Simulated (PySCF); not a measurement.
# Ways to converge the SCF of NaAs⁺

Aim: find out which solver settings change the answer for NaAs⁺.

Program: PySCF 2.14.0. Level of theory: method and basis as typed in the scripts. These are calculated values, not measurements.

4 further runs of the same task are left out: 4 that didn't finish.

### 1 Starting geometry

NaAs⁺: 2 atoms, charge 1, spin multiplicity 2.

Bond lengths: Na1–As2 2.565 Å.

### 2 The base run

Contents of input.py:

```python
from pyscf import gto, scf, mp

mol = gto.M(
    atom='Na 0 0 0; As 0 0 2.565',
    basis='lanl2dz',
    ecp={'Na': 'lanl2dz', 'As': 'lanl2dz'},
    charge=1,
    spin=1,
    verbose=4,
)
mf = scf.UHF(mol)
mf.kernel()
mp.MP2(mf).kernel()
mf.dip_moment()
print('orbital energies (hartree):', [e[max(0, n-3):n+3].round(4) for e, n in zip(mf.mo_energy, mol.nelec)])
```

On the command line:

```
$ OMP_NUM_THREADS=1 python input.py
```

Its log is not repeated here.

It gives: E(SCF) = -5.869482 Eh, 9 cycles, E(MP2) − E(SCF) = -0.01698 Eh, ⟨S²⟩ = 0.751.

The bond length is a typed value, not an optimised one. The dipole of an ion depends on the origin.

### 3 Second-order solver on

Run 1 changes second-order solver: off → on.

Contents of input.py:

```python
from pyscf import gto, scf, mp

mol = gto.M(
    atom='Na 0 0 0; As 0 0 2.565',
    basis='lanl2dz',
    ecp={'Na': 'lanl2dz', 'As': 'lanl2dz'},
    charge=1,
    spin=1,
    verbose=4,
)
mf = scf.UHF(mol)
mf = mf.newton()
mf.kernel()
mp.MP2(mf).kernel()
mf.dip_moment()
print('orbital energies (hartree):', [e[max(0, n-3):n+3].round(4) for e, n in zip(mf.mo_energy, mol.nelec)])
```

On the command line:

```
$ OMP_NUM_THREADS=1 python input.py
```

### 4 DIIS space 2

Run 2 changes DIIS space: default → 2.

input.py, as its differences from that of step 2:

```diff
@@ -11,2 +11,3 @@
 mf = scf.UHF(mol)
+mf.diis_space = 2
 mf.kernel()
```

### 5 Smearing width 0.05 hartree

Run 3 changes smearing width: none → 0.05 hartree; step after the SCF: mp2 → none.

input.py, as its differences from that of step 2:

```diff
@@ -1,2 +1,2 @@
-from pyscf import gto, scf, mp
+from pyscf import gto, scf
 
@@ -11,4 +11,4 @@
 mf = scf.UHF(mol)
+mf = scf.addons.smearing_(mf, sigma=0.05, method='fermi')
 mf.kernel()
-mp.MP2(mf).kernel()
 mf.dip_moment()
```

**Question.** What will these runs give? Wanted: for each run, E(SCF); from base; gap, α spin; after the SCF.

The runs gave:

```
                        run  E(SCF) (hartree)  from base (eV)   cycles  gap, α spin (eV)              after the SCF
                       base         -5.869482               0        9              7.75  MP2 correlation -0.462 eV
     second-order solver on         -5.869482          0.0000  4 macro              7.75  MP2 correlation -0.462 eV
               DIIS space 2         -5.869482          0.0000       10              7.75  MP2 correlation -0.462 eV
smearing width 0.05 hartree         -5.712317  not comparable       16               n/a                        n/a
```

Distance from each run's final energy (log10 hartree) by cycle:

```
                        run  cycle 1  cycle 2  cycle 3  cycle 5  cycle 8  cycle 12
                       base     -0.1     -1.6     -3.0     -5.4     -9.6      done
     second-order solver on     -1.0     -2.9    < -11     done     done      done
               DIIS space 2     -0.1     -1.6     -3.0     -5.2     -8.4      done
smearing width 0.05 hartree     -0.1     -0.9     -1.1     -1.4     -3.2      -6.4
```

What this shows: With second-order solver on or DIIS space 2 the SCF ends at the base energy.
